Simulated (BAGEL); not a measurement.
# CH5BFNO (SMILES COB(N)F): HF/STO-3G (density fitting with cc-pvqz-jkfit)

Aim: the vertical singlet–triplet gap of CH5BFNO at HF/STO-3G (density fitting with cc-pvqz-jkfit), from 2 runs. 

Program for the calculation: BAGEL 1.2.2.

5 further runs of the same task are left out: 4 that didn't finish, 1 set aside as unsound or not needed.

## (1) The system as given

CH5BFNO has 10 atoms, charge 0, and is taken as a singlet. SMILES: `COB(N)F`. The shape is that of a PBE0-D4/def2-TZVP optimisation. This is one conformer, not always the lowest.

Bond lengths: C1–O2 1.405 Å, O2–B3 1.359 Å, B3–N4 1.405 Å, B3–F5 1.338 Å, C1–H6 1.096 Å, C1–H7 1.096 Å, C1–H8 1.090 Å, N4–H9 1.003 Å, N4–H10 1.004 Å. Some angles: C1–O2–B3 120.8°, O2–B3–N4 125.0°, O2–B3–F5 116.2°, N4–B3–F5 118.8°, O2–C1–H6 111.5°, O2–C1–H7 111.5°, O2–C1–H8 108.0°, B3–N4–H9 124.2°, B3–N4–H10 121.4°, H6–C1–H7 109.0°.

## (2) A single-point energy at HF/STO-3G (density fitting with cc-pvqz-jkfit)

File input.json:

```json
{ "bagel": [

{
  "title": "molecule",
  "basis": "sto-3g",
  "df_basis": "cc-pvqz-jkfit",
  "angstrom": true,
  "geometry": [
    { "atom": "C", "xyz": [   -1.333500,    0.263000,   -0.477800 ] },
    { "atom": "O", "xyz": [   -0.091800,    0.111300,   -1.118500 ] },
    { "atom": "B", "xyz": [    1.035100,   -0.141800,   -0.402100 ] },
    { "atom": "N", "xyz": [    1.089100,   -0.275300,    0.995100 ] },
    { "atom": "F", "xyz": [    2.166400,   -0.269400,   -1.105200 ] },
    { "atom": "H", "xyz": [   -1.324800,    1.107400,    0.220800 ] },
    { "atom": "H", "xyz": [   -1.619300,   -0.645300,    0.064900 ] },
    { "atom": "H", "xyz": [   -2.085400,    0.457300,   -1.242600 ] },
    { "atom": "H", "xyz": [    0.293200,   -0.194900,    1.599400 ] },
    { "atom": "H", "xyz": [    1.953900,   -0.463200,    1.468800 ] }
  ]
},
{ "title": "hf" },
{ "title": "print", "file": "orbitals.molden", "orbitals": true }

]}
```

On the command line:

```console
BAGEL_NUM_THREADS=1 BAGEL input.json > input.out
```

Log:

```text
* using 1 threads per process

  ===============================================================
  ===============================================================

  *** Geometry ***

  { "atom" : "C", "xyz" : [     -2.519950,      0.496998,     -0.902911 ] },
  { "atom" : "O", "xyz" : [     -0.173477,      0.210327,     -2.113659 ] },
  { "atom" : "B", "xyz" : [      1.956056,     -0.267963,     -0.759859 ] },
  { "atom" : "N", "xyz" : [      2.058101,     -0.520242,      1.880466 ] },
  { "atom" : "F", "xyz" : [      4.093903,     -0.509092,     -2.088525 ] },
  { "atom" : "H", "xyz" : [     -2.503509,      2.092683,      0.417252 ] },
  { "atom" : "H", "xyz" : [     -3.060034,     -1.219440,      0.122643 ] },
  { "atom" : "H", "xyz" : [     -3.940835,      0.864172,     -2.348174 ] },
  { "atom" : "H", "xyz" : [      0.554068,     -0.368308,      3.022428 ] },
  { "atom" : "H", "xyz" : [      3.692336,     -0.875321,      2.775630 ] },

  Number of auxiliary basis functions:      785

  Since a DF basis is specified, we compute 2- and 3-index integrals:
    o Being stored without compression. Storage requirement is 0.006 GB

  Number of basis functions:       30
  Number of electrons      :       40

    * METHOD: MOLECULE                             0.60

  *** RHF ***

  === Nuclear Repulsion ===
   174.4582555225

      * DIIS with orbital gradients will be used.

  === RHF iteration (sto-3g) ===
      0       -290.36920250          0.01778223           0.03
      1       -290.45432738          0.00419860           0.03
      2       -290.45889444          0.00089352           0.03
      3       -290.45921186          0.00016846           0.03
      4       -290.45922295          0.00005082           0.03
      5       -290.45922429          0.00000897           0.03
      6       -290.45922433          0.00000222           0.03
      7       -290.45922434          0.00000061           0.03
      8       -290.45922434          0.00000013           0.03
      9       -290.45922434          0.00000003           0.03
     10       -290.45922434          0.00000001           0.03
    * SCF iteration converged.

    * Permanent dipole moment:
           (    0.465553,     0.004959,    -0.936120) a.u.

    * METHOD: HF                                   0.41

    * METHOD: PRINT                                0.00

  ===============================================================
```

Wall time 1.4 s (1 thread of Intel Xeon 6975P-C (Granite Rapids), shared host); peak memory 0.081 GiB.

## (3) The triplet, same level

File calc.json:

```json
{ "bagel": [

{
  "title": "molecule",
  "basis": "sto-3g",
  "df_basis": "cc-pvqz-jkfit",
  "angstrom": true,
  "geometry": [
    { "atom": "C", "xyz": [      -1.333500,       0.263000,      -0.477800 ] },
    { "atom": "O", "xyz": [      -0.091800,       0.111300,      -1.118500 ] },
    { "atom": "B", "xyz": [       1.035100,      -0.141800,      -0.402100 ] },
    { "atom": "N", "xyz": [       1.089100,      -0.275300,       0.995100 ] },
    { "atom": "F", "xyz": [       2.166400,      -0.269400,      -1.105200 ] },
    { "atom": "H", "xyz": [      -1.324800,       1.107400,       0.220800 ] },
    { "atom": "H", "xyz": [      -1.619300,      -0.645300,       0.064900 ] },
    { "atom": "H", "xyz": [      -2.085400,       0.457300,      -1.242600 ] },
    { "atom": "H", "xyz": [       0.293200,      -0.194900,       1.599400 ] },
    { "atom": "H", "xyz": [       1.953900,      -0.463200,       1.468800 ] }
  ]
},

{ "title": "uhf", "nopen": 2 },

{ "title": "print", "file": "orbitals.molden", "orbitals": true }

]}
```

On the command line:

```console
BAGEL_NUM_THREADS=1 BAGEL calc.json > calc.out
```

Log:

```text
* using 1 threads per process

  ===============================================================
  ===============================================================

  *** Geometry ***

  { "atom" : "C", "xyz" : [     -2.519950,      0.496998,     -0.902911 ] },
  { "atom" : "O", "xyz" : [     -0.173477,      0.210327,     -2.113659 ] },
  { "atom" : "B", "xyz" : [      1.956056,     -0.267963,     -0.759859 ] },
  { "atom" : "N", "xyz" : [      2.058101,     -0.520242,      1.880466 ] },
  { "atom" : "F", "xyz" : [      4.093903,     -0.509092,     -2.088525 ] },
  { "atom" : "H", "xyz" : [     -2.503509,      2.092683,      0.417252 ] },
  { "atom" : "H", "xyz" : [     -3.060034,     -1.219440,      0.122643 ] },
  { "atom" : "H", "xyz" : [     -3.940835,      0.864172,     -2.348174 ] },
  { "atom" : "H", "xyz" : [      0.554068,     -0.368308,      3.022428 ] },
  { "atom" : "H", "xyz" : [      3.692336,     -0.875321,      2.775630 ] },

  Number of auxiliary basis functions:      785

  Since a DF basis is specified, we compute 2- and 3-index integrals:
    o Being stored without compression. Storage requirement is 0.006 GB

  Number of basis functions:       30
  Number of electrons      :       40

    * METHOD: MOLECULE                             0.86

  *** Open-shell HF ***

  === Nuclear Repulsion ===
   174.4582555225

      * DIIS with orbital gradients will be used.

  === UHF iteration (sto-3g) ===
      0       -290.03014511          0.03415304           0.10
      1       -290.12168318          0.01005157           0.06
      2       -290.13209204          0.00521550           0.07
      3       -290.13471478          0.00218603           0.08
      4       -290.13705034          0.00151686           0.08
      5       -290.13860403          0.00058897           0.08
      6       -290.13883968          0.00016916           0.08
      7       -290.13885470          0.00006326           0.06
      8       -290.13885701          0.00003524           0.06
      9       -290.13885764          0.00001872           0.06
     10       -290.13885783          0.00000392           0.06
     11       -290.13885786          0.00000135           0.06
     12       -290.13885786          0.00000047           0.06
     13       -290.13885786          0.00000016           0.06
     14       -290.13885786          0.00000006           0.06
     15       -290.13885786          0.00000001           0.06
     16       -290.13885786          0.00000001           0.06
    * SCF iteration converged.

    * S^2 (UHF) is 2.0136

    * Permanent dipole moment:
           (    0.137920,     0.223171,    -2.766632) a.u.

    * METHOD: UHF                                  1.31

    * METHOD: PRINT                                0.00

  ===============================================================
```

It took 2.6 s on 1 thread of Intel Xeon 6975P-C (Granite Rapids), shared host; peak memory 0.081 GiB.

## (4) Summary of results

Level: HF/STO-3G (density fitting with cc-pvqz-jkfit).

| quantity | value |
| --- | --- |
| singlet: total energy | -290.45922 Eh |
| singlet: dipole moment | 2.66 D |
| singlet: HOMO energy | -9.04 eV |
| singlet: LUMO energy | 10.84 eV |
| singlet: HOMO–LUMO gap | 19.88 eV |
| triplet: total energy | -290.13886 Eh |
| triplet: dipole moment | 7.06 D |
| triplet: ⟨S²⟩ | 2.014 |
| vertical energy of the triplet above the singlet | 8.718 eV |

In words: At this shape the triplet lies 8.72 eV (201 kcal/mol) above the singlet. In a minimal basis such a difference can be off by several eV, whatever the method.
